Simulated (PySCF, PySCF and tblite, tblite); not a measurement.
# C₄H₉BO₂: a path driven as rotation about a bond, and NMR exchange, part 2 of 2

PySCF and tblite. Atoms count from 0. The steps go on from the part before.

## 8. Shieldings, end: BP86/pcSseg-1

The job: settings as JSON, then the geometry in Å.

```
{"job": {"kind": "nmr", "xc": "BP86", "basis": "pcSseg-1", "pop": false}, "charge": 0, "multiplicity": 1}
C     -3.069730    -0.361259     0.846594
C     -2.007603     0.415544     0.677538
B     -0.626083    -0.036822     0.061716
O     -0.369383    -1.311060    -0.354246
O      0.316299     0.920851    -0.056228
C      1.605084     0.673623    -0.583272
C      2.542971     0.108077     0.476900
H     -3.994198    -0.002163     1.271458
H     -3.071426    -1.405079     0.565501
H     -2.081231     1.451713     0.981864
H     -1.100704    -1.918113    -0.255879
H      1.976844     1.638460    -0.944712
H      1.533310    -0.024775    -1.424226
H      2.596694     0.784265     1.326651
H      3.538310    -0.020616     0.059903
H      2.171401    -0.854735     0.817945
```

The program printed:

```text
coarse grid: 13184 points
cycle   1  E = -332.8904178579  dE =  7.032e-01  |g| = 1.036e+00  |ddm| = 3.426e+00
cycle   2  E = -332.3911156081  dE =  4.993e-01  |g| = 1.886e+00  |ddm| = 2.154e+00
cycle   3  E = -333.0829992311  dE = -6.919e-01  |g| = 2.818e-01  |ddm| = 1.607e+00
cycle   4  E = -333.0997780660  dE = -1.678e-02  |g| = 9.803e-02  |ddm| = 2.536e-01
cycle   5  E = -333.1010830409  dE = -1.305e-03  |g| = 6.147e-02  |ddm| = 9.989e-02
cycle   6  E = -333.1019867171  dE = -9.037e-04  |g| = 1.078e-02  |ddm| = 5.156e-02
cycle   7  E = -333.1020118667  dE = -2.515e-05  |g| = 5.071e-03  |ddm| = 1.020e-02
cycle   8  E = -333.1020168981  dE = -5.031e-06  |g| = 1.423e-03  |ddm| = 3.668e-03
final grid: 126808 points
cycle   9  E = -333.1869533362  dE = -6.468e-05  |g| = 9.770e-03  |ddm| = 2.934e-02
cycle  10  E = -333.1869012142  dE =  5.212e-05  |g| = 1.865e-02  |ddm| = 1.775e-02
cycle  11  E = -333.1869713175  dE = -7.010e-05  |g| = 2.616e-03  |ddm| = 1.253e-02
cycle  12  E = -333.1869731060  dE = -1.789e-06  |g| = 6.602e-04  |ddm| = 2.432e-03
cycle  13  E = -333.1869732119  dE = -1.059e-07  |g| = 2.665e-04  |ddm| = 5.644e-04
cycle  14  E = -333.1869732087  dE =  3.215e-09  |g| = 4.709e-05  |ddm| = 2.016e-04
cycle  15  E = -333.1869732091  dE = -4.284e-10  |g| = 2.439e-05  |ddm| = 5.044e-05
converged SCF energy = -333.1869732091

GIAO shielding tensors (ppm)
atom      isotropic    diamagn.    paramagn.     s11        s22        s33       span
  0 C       48.251     254.786    -206.535    -72.460     54.774    162.439    234.900
  1 C       38.672     259.817    -221.145    -76.911     27.807    165.120    242.031
  2 B       72.756     196.834    -124.079     58.757     71.905     87.606     28.849
  3 O      228.061     391.083    -163.022    104.352    250.918    328.913    224.561
  4 O      181.798     396.859    -215.061     71.237    167.452    306.705    235.468
  5 C      116.980     244.029    -127.049     82.454    108.064    160.423     77.969
  6 C      162.324     248.841     -86.518    142.509    163.095    181.367     38.858
  7 H       25.616      28.362      -2.746     23.067     24.950     28.831      5.764
  8 H       25.948      33.076      -7.129     22.548     25.564     29.731      7.183
  9 H       25.386      32.545      -7.159     22.436     24.718     29.005      6.569
 10 H       27.172      34.266      -7.094     20.697     24.862     35.958     15.262
 11 H       27.558      28.987      -1.429     22.518     27.601     32.555     10.038
 12 H       26.904      30.830      -3.927     23.014     27.004     30.693      7.679
 13 H       30.356      29.665       0.691     27.144     28.457     35.466      8.323
 14 H       30.729      27.592       3.137     27.141     27.665     37.380     10.239
 15 H       30.088      31.309      -1.221     25.749     30.544     33.972      8.222
```

Run time: 73 s. Hardware: 1 thread of Intel Xeon at 2.50GHz, shared host; peak memory 0.59 GiB.

In short: HOMO -6.75 eV, LUMO -1.65 eV; dipole 1.05 D.

## 9. Barriers, rates and exchange

The job: settings as JSON, then the geometry in Å.

```
{"job": {"smiles": "C=CB(O)OCC", "charge": 0, "mult": 1, "motion": "rotation", "what": "boronate", "atoms": [2, 3], "drives": [{"terms": [["t", [1, 2, 3, 10], 0.5], ["t", [4, 2, 3, 10], 0.5]], "by": 180, "n": 12}], "study": "path", "level": {"kind": "nmr", "xc": "BP86", "basis": "pcSseg-1"}, "fields": [100, 300, 900], "first": 5, "seed": 120, "kind": "path"}, "charge": 0, "multiplicity": 1}
C     -3.157001    -0.282230     0.887727
C     -2.087690     0.474249     0.677902
B     -0.733566    -0.051344     0.079960
O     -0.625452    -1.361304    -0.260023
O      0.255046     0.872828    -0.067524
C      1.543234     0.596583    -0.568585
C      2.458549     0.011146     0.504582
H     -4.075650     0.105233     1.301188
H     -3.144528    -1.332409     0.646859
H     -2.135741     1.526067     0.931881
H      0.216105    -1.630846    -0.629259
H      1.946299     1.552677    -0.919476
H      1.487393    -0.085361    -1.430647
H      2.539747     0.706214     1.336230
H      3.448803    -0.166011     0.092388
H      2.056852    -0.926547     0.883163
```

The program printed:

```text
stationary points (kcal/mol above the start)
  n  kind          group   xTB      DFT    lowest mode
  0  minimum      C1       0.00     0.00      53.4
  1  saddle       C1       8.14     6.46    -576.6
  2  minimum      C1      -0.92    -1.72      40.9

GFN2-xTB energies: T/K, barrier G, reaction G (kcal/mol), k forward, k back (1/s)
 150.00     7.04    -0.90        174       8.51
 200.00     7.03    -0.92    8.7e+04   8.65e+03
 250.00     7.02    -0.93   3.77e+06   5.76e+05
 298.15     7.03    -0.95   4.39e+07    8.9e+06
 350.00     7.04    -0.96   2.94e+08   7.43e+07
 400.00     7.05    -0.97   1.17e+09   3.46e+08
 500.00     7.11    -0.98   8.15e+09   3.03e+09

BP86/pcSseg-1 + D3(BJ) energies: T/K, barrier G, reaction G (kcal/mol), k forward, k back (1/s)
 150.00     5.36    -1.70   4.88e+04        162
 200.00     5.35    -1.72   5.96e+06   7.87e+04
 250.00     5.34    -1.74   1.11e+08   3.37e+06
 298.15     5.35    -1.75   7.48e+08   3.91e+07
 350.00     5.36    -1.76    3.3e+09   2.62e+08
 400.00     5.37    -1.77   9.66e+09   1.04e+09
 500.00     5.43    -1.78   4.42e+10   7.34e+09
```

Wall time 4.6 min (1 thread of Intel Xeon at 2.50GHz, shared host); peak memory 0.59 GiB. This counts the whole study up to here.

Barriers by level (kcal/mol; entropies in cal/(mol K)). Zero-point and thermal terms come from xTB in every row. ΔG‡ leaves symmetry out; the rate counts one path; effective ΔG‡, where given, is the barrier that would give that rate by Eyring's equation alone:

| level | ΔE‡ | with zero-point | ΔH‡ | ΔS‡ | ΔG‡ (298 K) | ΔE of reaction | k at 298 K (1/s) | effective ΔG‡ |
| --- | --- | --- | --- | --- | --- | --- | --- | --- |
| GFN2-xTB | 8.14 | 7.07 | 7.03 | 0.0 | 7.03 | -0.92 | 4.4e+07 | 7.03 |
| BP86/pcSseg-1 + D3(BJ) | 6.46 | 5.39 | 5.35 | 0.0 | 5.35 | -1.72 | 7.5e+08 | 5.35 |

Sites that the driver pairs across this motion, and where their lines would merge (no couplings; faster rotations or exchange between molecules can average them sooner):

```
 nucleus        sites: shielding (ppm)  proton frequency (MHz)  spread (Hz)  coalescence (K)  lines at 298 K
$^{13}$C      C0: 41.7; C0 (end): 48.3                     900         1481        not given               –
 $^{1}$H  H10: 27.97; H10 (end): 27.17                     900          716        not given               –
 $^{1}$H    H8: 25.23; H8 (end): 25.95                     900          644        not given               –
$^{17}$O    O4: 186.6; O4 (end): 181.8                     900          588        not given               –
$^{13}$C      C1: 41.1; C1 (end): 38.7                     900          555        not given               –
 $^{1}$H  H12: 27.46; H12 (end): 26.90                     900          499        not given               –
$^{13}$C    C5: 118.7; C5 (end): 117.0                     900          391        not given               –
 $^{1}$H  H11: 27.37; H11 (end): 27.56                     900          166        not given               –
```

A dash: the driver gave no coalescence for this row (it judged the minor form too scarce).

Rows that set an atom against itself at the end compare its shielding in the two forms.

Lines of quadrupolar nuclei are broad, so their coalescence could hardly be seen.

## 10. Results

This closing draws on all 2 parts.

| quantity | value |
| --- | --- |
| barrier (BP86/pcSseg-1 + D3(BJ)) | ΔE‡ 6.5, ΔG‡(298 K) 5.3 kcal/mol |
| barrier (GFN2-xTB) | ΔE‡ 8.1 kcal/mol |
| rate at 298 K | 7.5e+08 s⁻¹ |
| end of the path | -1.7 kcal/mol from the start |

What this shows: The barrier is 6.5 kcal/mol at the DFT level (xTB: 8.1); with thermal terms and the count of paths the DFT value gives a rate of 7.5e+08 s⁻¹ at 298 K. An error of 1.4 kcal/mol changes that rate tenfold.
